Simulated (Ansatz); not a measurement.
# H5NOSSi: small, medium and large basis sets

Aim: see how fast density functionals converge with the basis set for H5NOSSi.

Method: one geometry, several basis sets; program: Ansatz 0.2.0, Gaussian basis.

Levels to be run: PBE0-D4/def2-SVP; ωB97M-V/def2-SVP; PBE0-D4/def2-QZVPP; ωB97M-V/def2-QZVPP; the functionals' def2-TZVPP values are taken from earlier runs.

**1. The relaxed structure**

All runs share one geometry, relaxed beforehand with PBE0-D4 in a triple-zeta def2 set.

SMILES `N[SiH](O)S`, 9 atoms, charge 0, spin multiplicity 1.

Atoms are counted from 1 here; the program's logs count them from 0.

Bond lengths: N1–Si2 1.696 Å, N1–H5 1.007 Å, N1–H6 1.007 Å, Si2–O3 1.644 Å, Si2–S4 2.137 Å, Si2–H7 1.483 Å, O3–H8 0.959 Å, S4–H9 1.344 Å. Angles: Si2–N1–H5 120.6°, Si2–N1–H6 120.9°, H5–N1–H6 112.1°, N1–Si2–O3 112.5°, N1–Si2–S4 110.0°, N1–Si2–H7 106.9°, O3–Si2–S4 105.1°, O3–Si2–H7 110.7°, S4–Si2–H7 111.7°, Si2–O3–H8 117.6°, Si2–S4–H9 94.0°.

**2. PBE0-D4 in def2-SVP**

The input, in.yaml:

```yaml
crystal:
  periodic: [false, false, false]
  atoms:
    - {symbol: N, position_ang: [-0.393010, 0.535022, -1.267667]}
    - {symbol: Si, position_ang: [0.340143, -0.084498, 0.130100]}
    - {symbol: O, position_ang: [0.626685, -1.700255, 0.026324]}
    - {symbol: S, position_ang: [-0.967405, 0.144035, 1.805214]}
    - {symbol: H, position_ang: [0.158277, 0.759381, -2.080155]}
    - {symbol: H, position_ang: [-1.339440, 0.288762, -1.507868]}
    - {symbol: H, position_ang: [1.608409, 0.661215, 0.319458]}
    - {symbol: H, position_ang: [0.997220, -2.136602, 0.795562]}
    - {symbol: H, position_ang: [-0.942379, 1.486640, 1.761832]}
basis:
  gaussian: {orbitals: def2-SVP}
hamiltonian: {xc: pbe0, dispersion: d4}
output: {orbitals: {seedname: orbitals}}
```

The run is started by

```sh
> ansatz run in.yaml --threads 2 --pin off --events-out ev --progress --plain --max-ram 4352MiB
```

After this run come: ωB97M-V in def2-SVP; PBE0-D4 in def2-QZVPP; ωB97M-V in def2-QZVPP.

Q: Predict the results of all the runs planned. Wanted: PBE0-D4: double and triple zeta above quadruple; ωB97M-V: double and triple zeta above quadruple.

**Answer**, as computed:

| quantity | value |
| --- | --- |
| PBE0-D4: double and triple zeta above quadruple | 12.19, 0.84 eV |
| ωB97M-V: double and triple zeta above quadruple | 12.26, 0.79 eV |

In words: PBE0-D4 gains 11.35 eV from double to triple zeta, then 0.84 eV more. Total energies overstate the basis error of differences, where much of it tends to cancel. The LUMO of ωB97M-V is positive and keeps falling with the basis (2.93 to 1.52 eV): an unbound level that the basis holds in place.
